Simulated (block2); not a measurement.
# DMRG/def2-SVP run of H2 (hydrogen), part 2 of 2

block2 0.5.4.

### 3 The doublet anion: the energy at DMRG/def2-SVP

Input file dmrg.py:

```python
import numpy as np
from pyscf import cc, dft, gto, mp, scf
from pyblock2._pyscf.ao2mo import integrals as itg
from pyblock2.driver.core import DMRGDriver, SymmetryTypes

geom = """
H
H 1 0.746146
"""
mol = gto.M(
    atom=geom,
    basis="def2-svp",
    charge=-1,
    spin=1,
    verbose=3,
    max_memory=2000,
)
print("basis functions          = %d" % (mol.nao))
mf = scf.UHF(mol)
mf.conv_tol = 1e-10
mf.max_cycle = 200
mf.kernel()
if not mf.converged:
    mf = mf.newton().run(mf.mo_coeff, mf.mo_occ)
for _ in range(5):
    mo, _, ok, _ = mf.stability(return_status=True)
    if ok:
        break
    mf.kernel(mf.make_rdm1(mo, mf.mo_occ))
print(f"E(HF)                    = {mf.e_tot:.10f}")
print("reference S^2            = %.4f" % (mf.spin_square()[0]))
ref = mf
pt = mp.MP2(ref, frozen=0).run()
mycc = cc.CCSD(ref, frozen=0)
mycc.max_cycle = 150
mycc.kernel()
print(f"E(MP2)                   = {pt.e_tot:.10f}")
if mycc.converged:
    print("CCSD total energy        = %.10f" % (mycc.e_tot))
    print(f"CCSD(T) total energy     = {mycc.e_tot + mycc.ccsd_t():.10f}")
ks = dft.UKS(mol, xc="camb3lyp").set(conv_tol=1e-9, verbose=3).run(mf.make_rdm1())
if ks.converged:
    print(f"E(CAM-B3LYP)             = {ks.e_tot:.8f}")
ks = dft.UKS(mol, xc="tpssh").set(conv_tol=1e-9, verbose=3).run(mf.make_rdm1())
if ks.converged:
    print("E(TPSSh)                 = %.8f" % (ks.e_tot))
ks = dft.UKS(mol, xc="wb97x").set(conv_tol=1e-9, verbose=3).run(mf.make_rdm1())
if ks.converged:
    print(f"E(wB97X)                 = {ks.e_tot:.8f}")
ncas, n_elec, spin, ecore, h1e, g2e, orb_sym = itg.get_uhf_integrals(mf, ncore=0, ncas=10, pg_symm=False, g2e_symm=8)
dmrg = DMRGDriver(scratch="./tmp", symm_type=SymmetryTypes.SZ, stack_mem=1500 << 20, n_threads=1)
dmrg.initialize_system(n_sites=ncas, n_elec=n_elec, spin=spin, orb_sym=orb_sym)
mpo = dmrg.get_qc_mpo(h1e=h1e, g2e=g2e, ecore=ecore, iprint=1)
psi = dmrg.get_random_mps(tag="GS", bond_dim=37, nroots=1)
bond_dims = [37] * 3 + [75] * 4 + [112] * 4 + [150] * 3
noises = [0.001] * 3 + [0.0001] * 4 + [0.0001] * 4 + [1e-05] * 3 + [0]
thrds = [1e-07] * 14
e = dmrg.dmrg(mpo, psi, n_sweeps=20, tol=1e-06, bond_dims=bond_dims, noises=noises, thrds=thrds, iprint=1)
ms, dws, es = dmrg.get_dmrg_results()
print("max discarded weight     = %.3e" % (dws[-1]))
print("E(final)                 = %.10f" % (e))
dm1 = dmrg.get_1pdm(psi)
print("natural occupations      =", np.round(np.concatenate([np.linalg.eigvalsh(x)[::-1] for x in dm1]), 5).tolist())
print("single-orbital entropies =", np.round(dmrg.get_orbital_entropies(psi, orb_type=1), 4).tolist())
print(f"largest bipartite entropy = {max(dmrg.get_bipartite_entanglement(psi)):.4f}")
```

Launch:

```
$ python dmrg.py
```

Standard output:

```text
basis functions          = 10

converged SCF energy = -0.939219031807208  <S^2> = 0.75334037  2S+1 = 2.0033376
<class 'pyscf.scf.uhf.UHF'> wavefunction is stable in the internal stability analysis
E(HF)                    = -0.9392190318
reference S^2            = 0.7533
E(UMP2) = -0.967916439509706  E_corr = -0.0286974077024973
E(SCS-UMP2) = -0.971744965290478  E_corr = -0.0325259334832703
E(UCCSD) = -0.9758153448480018  E_corr = -0.03659631304079358
E(MP2)                   = -0.9679164395
CCSD total energy        = -0.9758153448
UCCSD(T) correction = -0.000121999099394336
CCSD(T) total energy     = -0.9759373439
converged SCF energy = -0.993671386485113  <S^2> = 0.75057576  2S+1 = 2.0005757
E(CAM-B3LYP)             = -0.99367139
converged SCF energy = -1.00480769245659  <S^2> = 0.75067971  2S+1 = 2.0006796
E(TPSSh)                 = -1.00480769
converged SCF energy = -0.986237678973037  <S^2> = 0.75033123  2S+1 = 2.0003312
E(wB97X)                 = -0.98623768
integral symmetrize error =  0.0
integral cutoff error =  1.8271801183588672e-20
mpo terms =      16350

Build MPO | Nsites =    10 | Nterms =      16350 | Algorithm = FastBIP | Cutoff = 1.00e-20
 Site =     0 /    10 .. Mmpo =    26 DW = 0.00e+00 NNZ =       26 SPT = 0.0000 Tmvc = 0.004 T = 0.014
 Site =     1 /    10 .. Mmpo =    82 DW = 0.00e+00 NNZ =      419 SPT = 0.8035 Tmvc = 0.004 T = 0.015
 Site =     2 /    10 .. Mmpo =   126 DW = 0.00e+00 NNZ =      891 SPT = 0.9138 Tmvc = 0.005 T = 0.018
 Site =     3 /    10 .. Mmpo =   186 DW = 0.00e+00 NNZ =     1507 SPT = 0.9357 Tmvc = 0.005 T = 0.020
 Site =     4 /    10 .. Mmpo =   262 DW = 0.00e+00 NNZ =     2123 SPT = 0.9564 Tmvc = 0.005 T = 0.023
 Site =     5 /    10 .. Mmpo =   186 DW = 0.00e+00 NNZ =     7747 SPT = 0.8410 Tmvc = 0.005 T = 0.035
 Site =     6 /    10 .. Mmpo =   126 DW = 0.00e+00 NNZ =     1507 SPT = 0.9357 Tmvc = 0.001 T = 0.011
 Site =     7 /    10 .. Mmpo =    82 DW = 0.00e+00 NNZ =      891 SPT = 0.9138 Tmvc = 0.002 T = 0.009
 Site =     8 /    10 .. Mmpo =    26 DW = 0.00e+00 NNZ =      419 SPT = 0.8035 Tmvc = 0.001 T = 0.007
 Site =     9 /    10 .. Mmpo =     1 DW = 0.00e+00 NNZ =       26 SPT = 0.0000 Tmvc = 0.000 T = 0.001
Ttotal =      0.152 Tmvc-total = 0.033 MPO bond dimension =   262 MaxDW = 0.00e+00
NNZ =        15556 SIZE =       169316 SPT = 0.9081

Rank =     0 Ttotal =      0.155 MPO method = FastBipartite bond dimension =     262 NNZ =        15556 SIZE =       169316 SPT = 0.9081

Sweep =    0 | Direction =  forward | Bond dimension =   37 | Noise =  1.00e-03 | Dav threshold =  1.00e-07
Time elapsed =      0.884 | E =      -0.9733828428 | DW = 4.69653e-08

Sweep =    1 | Direction = backward | Bond dimension =   37 | Noise =  1.00e-03 | Dav threshold =  1.00e-07
Time elapsed =      1.442 | E =      -0.9759711798 | DE = -2.59e-03 | DW = 4.39401e-08

Sweep =    2 | Direction =  forward | Bond dimension =   37 | Noise =  1.00e-03 | Dav threshold =  1.00e-07
Time elapsed =      1.956 | E =      -0.9759716523 | DE = -4.73e-07 | DW = 3.01105e-07

Sweep =    3 | Direction = backward | Bond dimension =   75 | Noise =  1.00e-04 | Dav threshold =  1.00e-07
Time elapsed =      2.642 | E =      -0.9759716496 | DE = 2.75e-09 | DW = 2.14906e-20

Sweep =    4 | Direction =  forward | Bond dimension =   75 | Noise =  1.00e-04 | Dav threshold =  1.00e-07
Time elapsed =      3.525 | E =      -0.9759716496 | DE = -2.22e-16 | DW = 1.94561e-20

Sweep =    5 | Direction = backward | Bond dimension =   75 | Noise =  1.00e-04 | Dav threshold =  1.00e-07
Time elapsed =      4.372 | E =      -0.9759716496 | DE = 2.22e-16 | DW = 3.74988e-20

Sweep =    6 | Direction =  forward | Bond dimension =   75 | Noise =  1.00e-04 | Dav threshold =  1.00e-07
Time elapsed =      5.125 | E =      -0.9759716496 | DE = -4.44e-16 | DW = 1.62681e-20

Sweep =    7 | Direction = backward | Bond dimension =  112 | Noise =  1.00e-04 | Dav threshold =  1.00e-07
Time elapsed =      5.932 | E =      -0.9759716496 | DE = 2.22e-16 | DW = 1.04146e-20

Sweep =    8 | Direction =  forward | Bond dimension =  112 | Noise =  1.00e-04 | Dav threshold =  1.00e-07
Time elapsed =      6.626 | E =      -0.9759716496 | DE = 2.22e-16 | DW = 1.23691e-20

Sweep =    9 | Direction = backward | Bond dimension =  112 | Noise =  1.00e-04 | Dav threshold =  1.00e-07
Time elapsed =      7.451 | E =      -0.9759716496 | DE = -2.22e-16 | DW = 1.94740e-20

Sweep =   10 | Direction =  forward | Bond dimension =  112 | Noise =  1.00e-04 | Dav threshold =  1.00e-07
Time elapsed =      8.227 | E =      -0.9759716496 | DE = 2.22e-16 | DW = 9.76724e-21

Sweep =   11 | Direction = backward | Bond dimension =  150 | Noise =  1.00e-05 | Dav threshold =  1.00e-07
Time elapsed =      9.051 | E =      -0.9759716496 | DE = 0.00e+00 | DW = 8.97142e-21

Sweep =   12 | Direction =  forward | Bond dimension =  150 | Noise =  1.00e-05 | Dav threshold =  1.00e-07
Time elapsed =      9.811 | E =      -0.9759716496 | DE = 2.22e-16 | DW = 6.98000e-21

Sweep =   13 | Direction = backward | Bond dimension =  150 | Noise =  1.00e-05 | Dav threshold =  1.00e-07
Time elapsed =     10.562 | E =      -0.9759716496 | DE = 2.22e-16 | DW = 7.80004e-21

Sweep =   14 | Direction =  forward | Bond dimension =  150 | Noise =  0.00e+00 | Dav threshold =  1.00e-07
Time elapsed =     11.046 | E =      -0.9759716496 | DE = -6.66e-16 | DW = 1.86381e-20

max discarded weight     = 1.864e-20
E(final)                 = -0.9759716496
natural occupations      = [0.99479, 0.98772, 0.00661, 0.00653, 0.00144, 0.00144, 0.00065, 0.00037, 0.00037, 7e-05, 0.98491, 0.00564, 0.00476, 0.00156, 0.00156, 0.00088, 0.00032, 0.00017, 0.00017, 3e-05]
single-orbital entropies = [0.0977, 0.0456, 0.0542, 0.0477, 0.0136, 0.0136, 0.0134, 0.0044, 0.0044, 0.0024]
largest bipartite entropy = 0.1051
```

Run time: 18 s. Hardware: 1 thread of Intel Xeon at 2.50GHz (Skylake/Cascade Lake), shared host; peak memory 0.28 GiB.

### 4 Results

What follows sums up all 2 parts.

At DMRG/def2-SVP:

| quantity | value |
| --- | --- |
| run 1, DMRG/def2-SVP: total energy | -1.16345 Eh |
| run 1, DMRG/def2-SVP: dipole moment (of the density that the program reports) | 0.00 D |
| doublet anion: total energy | -0.97597 Eh |
| vertical electron affinity (to the doublet anion) | -5.102 eV |

**Reading.** The anion lies 5.10 eV (492 kJ/mol) above the neutral: the electron isn't bound at this level, and such a value depends on the basis. Without diffuse functions anions come out too high.
